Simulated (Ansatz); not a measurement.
From input file to script: C₂H₆BISi, SMILES CB1C[SiH]1I in Ansatz 0.2.0.

```yaml
crystal:
  periodic: [false, false, false]
  atoms:
    - { symbol: C, position_ang: [-1.5003, 0.6489, -0.7229] }
    - { symbol: B, position_ang: [-0.2454, -0.0185, -0.1921] }
    - { symbol: C, position_ang: [1.0147, -0.8942, -0.424] }
    - { symbol: Si, position_ang: [1.135, -0.4509, 1.3119] }
    - { symbol: I, position_ang: [2.2204, 1.6205, 1.8976] }
    - { symbol: H, position_ang: [-1.2727, 1.4325, -1.5307] }
    - { symbol: H, position_ang: [-2.0224, 1.2329, 0.101] }
    - { symbol: H, position_ang: [-2.1987, -0.0528, -1.1574] }
    - { symbol: H, position_ang: [1.8244, -0.3762, -0.9848] }
    - { symbol: H, position_ang: [0.8209, -1.9583, -0.6017] }
    - { symbol: H, position_ang: [0.2895, -1.2409, 2.3237] }
basis:
  gaussian:
    orbitals: def2-SVP
hamiltonian:
  xc: pbe0
  dispersion: d3bj
output:
  orbitals: {}
```

At the Python prompt:
```pycon
>>> from pathlib import Path
>>> import ansatz as az
>>> BASIS_SET = "def2-SVP"
>>> FUNCTIONAL = "PBE0"
>>> VDW = "d3bj"
>>> geometry_ang = [
...     ("C", [-1.5003, 0.6489, -0.7229]),
...     ("B", [-0.2454, -0.0185, -0.1921]),
...     ("C", [1.0147, -0.8942, -0.424]),
...     ("Si", [1.135, -0.4509, 1.3119]),
...     ("I", [2.2204, 1.6205, 1.8976]),
...     ("H", [-1.2727, 1.4325, -1.5307]),
...     ("H", [-2.0224, 1.2329, 0.101]),
...     ("H", [-2.1987, -0.0528, -1.1574]),
...     ("H", [1.8244, -0.3762, -0.9848]),
...     ("H", [0.8209, -1.9583, -0.6017]),
...     ("H", [0.2895, -1.2409, 2.3237]),
... ]
>>> molecule = az.Crystal.molecule()
>>> for symbol, xyz in geometry_ang:
...     molecule = molecule.atom(symbol, xyz)
...
>>> calc = (
...     molecule.calculation()
...     .basis(gaussian=BASIS_SET)
...     .functional(FUNCTIONAL, dispersion=VDW)
...     .orbitals()
... )
>>> outcome = calc.run(threads=1, runs_dir="runs")

>>> data = outcome.report
>>> data["n_occupied"], data["n_virtual"]
([31, 31], [85, 85])
>>> data["published_state_doubts"]
[]
>>> data["positions_ang"]
[[-1.5003, 0.6489, -0.7229], [-0.2454, -0.0185, -0.1921], [1.0147, -0.8942, -0.424], [1.135, -0.4509, 1.3119], [2.2204, 1.6205, 1.8976], [-1.2727, 1.4325, -1.5307], [-2.0224, 1.2329, 0.101], [-2.1987, -0.0528, -1.1574], [1.8244, -0.3762, -0.9848], [0.8209, -1.9583, -0.6017], [0.2895, -1.2409, 2.3237]]
>>> for key in ("converged", "free_energy_ev", "reference_energy_ev", "n_frozen", "n_occupied", "n_virtual"):
...     print(f"{key:22s} {data[key]}")
...
converged              True
free_energy_ev         -18814.460504160907
reference_energy_ev    -18814.207853433607
n_frozen               0
n_occupied             [31, 31]
n_virtual              [85, 85]
>>> lines = Path(data["orbitals_path"]).read_text().splitlines()
>>> field_of = lambda key: [line.split("=")[1].strip() for line in lines if line.startswith(key)]
>>> orbitals = [(27.211386 * float(e), s, float(n)) for e, s, n in zip(field_of("Ene="), field_of("Spin="), field_of("Occup="))]
>>> homo = max(e for e, _, n in orbitals if n > 0.5)
>>> lumo = min(e for e, _, n in orbitals if n < 0.5)
>>> print(f"HOMO {homo:.3f} eV, LUMO {lumo:.3f} eV, gap {lumo - homo:.3f} eV")
HOMO -5.107 eV, LUMO -1.593 eV, gap 3.514 eV
```

Notes:
- Total energies depend on the basis set; only differences at equal settings carry meaning.
- The geometry is a force-field or estimated start, not a minimum of this method, and the basis set is short of its limit.
- def2 sets replace the cores of elements past krypton by effective core potentials.
- Total less reference energy is the dispersion correction.
- Levels such as HOMO and LUMO are orbital energies: with these approximate functionals they aren't the ionisation energy and electron affinity, and their gap isn't the fundamental gap.
- Timing: 5.7 s on 1 thread of Arm Neoverse V2 (shared host), peak memory 0.32 GiB.

(Lines on the test bed's own set-up are left out of the output.)
